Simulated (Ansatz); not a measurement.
From input file to script: B, space group P6/mmm in Ansatz 0.2.0.

```yaml
crystal:
  lattice:
    - [1.702434, 0.0, 0.0]
    - [-0.851217, 1.474351, 0.0]
    - [0.0, 0.0, 3.635423]
  atoms:
    - { symbol: B, position: [0.0, 0.0, 0.0] }
basis:
  ecutwfc: 630.0
kpoints:
  mp_grid:
    grid: [18, 18, 8]
hamiltonian:
  xc: lda
scf:
  convergence:
    dr2_threshold: 1.0e-08
  occupations:
    method: cold
    width: 0.02
phonons:
  method: fd
  supercell: [2, 2, 2]
  qpath:
    path:
      - [0.0, 0.0, 0.0]
      - [0.5, 0.0, 0.0]
      - [0.33333, 0.33333, 0.0]
      - [0.0, 0.0, 0.0]
      - [0.0, 0.0, 0.5]
      - [0.5, 0.0, 0.5]
      - [0.33333, 0.33333, 0.5]
      - [0.0, 0.0, 0.5]
    npoints: 8
```

`b.py`:
```python
from pathlib import Path

import ansatz as az
import numpy as np

vectors = np.array([
    [1.702434, 0.0, 0.0],
    [-0.851217, 1.474351, 0.0],
    [0.0, 0.0, 3.635423],
])
xtal = az.Lattice.of(vectors).atom("B", (0.0, 0.0, 0.0))
path = [
    ("G", (0.0, 0.0, 0.0)),
    ("M", (0.5, 0.0, 0.0)),
    ("K", (0.33333, 0.33333, 0.0)),
    ("G", (0.0, 0.0, 0.0)),
    ("A", (0.0, 0.0, 0.5)),
    ("L", (0.5, 0.0, 0.5)),
    ("H", (0.33333, 0.33333, 0.5)),
    ("A", (0.0, 0.0, 0.5)),
]

calculation = xtal.calculation()
calculation = calculation.occupations("cold", width=0.02).functional(az.Functional.LDA)
calculation = calculation.scf(tolerance=1e-08).basis(630)
calculation = calculation.kpoints(18, 18, 8)
calculation = calculation.phonons("fd", supercell=2, path=[q for _, q in path], intervals=8)
outcome = calculation.run(threads=1, pin="off", runs_dir="out")
folder = Path(outcome.output_folder) / "results"
ph = outcome.phonons

for mode, w in enumerate(ph.gamma_omega_inv_cm, start=1):
    print(f"Gamma mode {mode:2d}: {w:8.1f} 1/cm  {w / 33.35641:7.3f} THz")
print(f"{ph.n_members} displaced supercells, sum-rule residual {ph.asr_residual_pre_ev_ang2:.1e} eV/A^2")
table = np.loadtxt(folder / "phbands.tsv", comments="#")
n_modes = len(ph.gamma_omega_inv_cm)
omega = table[:, 1 : 1 + n_modes]
for i, (label, _) in enumerate(path):
    print(f"{label:3s}", " ".join(f"{v:7.1f}" for v in omega[min(i * 8, len(omega) - 1)]))
print(f"lowest {omega.min():.1f}, highest {omega.max():.1f} 1/cm on the path;", "unstable" if omega.min() < -10 else "no imaginary branch")
```

Output of `python b.py`:
```text
RunWarning: phonons: 27 modes above zero would be rigid motions if what is in doubt were free, and are counted in the zero-point energy, free energy, entropy and heat capacity. With what each adds to F at 1000 K, by the weight of its row in the mesh: 0.79 cm⁻¹ (-0.000 eV; rigid weight 1.000, of which rotation 0.000), [...]
RunWarning: on the 42×42×18 q-mesh 1632 entries of the irreducible table, 9.790e-1 modes per cell, the lowest at -282.83 cm⁻¹, stand at or below zero and are read as no rigid motion or as one in doubt: the zero-point energy, F, S and C_V leave that weight out. The structure may be unstable at those wave vectors; or [...]
Gamma mode  1:      0.0 1/cm    0.000 THz
Gamma mode  2:      0.0 1/cm    0.000 THz
Gamma mode  3:      0.0 1/cm    0.000 THz
1 displaced supercells, sum-rule residual 1.1e-03 eV/A^2
G       0.0     0.0     0.0
M    -242.9   874.4  1102.4
K    -257.6  1055.3  1055.3
G       0.0     0.0     0.0
A       4.6     4.6    91.1
L    -264.9   874.8  1095.5
H    -282.8  1051.4  1051.4
A       4.6     4.6    91.1
lowest -282.8, highest 1102.4 1/cm on the path; unstable
```
(Warnings from the package without file and line, shortened.)

These settings explore the input space; cutoff and mesh may be short of convergence. The cell isn't relaxed first, so the values belong to this volume. For a metal this k-point mesh is coarse: on a finer one energies can move by several to tens of meV an atom and pressures by half a GPa or more, differences at one mesh by less. Some modes are imaginary (printed negative) at these settings, from an unstable structure or from unconverged force constants, so sums over modes carry no meaning. This isn't the structure that B takes at ambient conditions. The structure is taken as given and the supercell is small; imaginary modes can come from an unrelaxed or unstable start. Phonons of metals also depend on mesh and smearing. Hardware and time: 17 s on 1 thread of Arm Neoverse V2 (shared host), peak memory 0.56 GiB.

(Lines on the test bed's own set-up are left out of the output.)
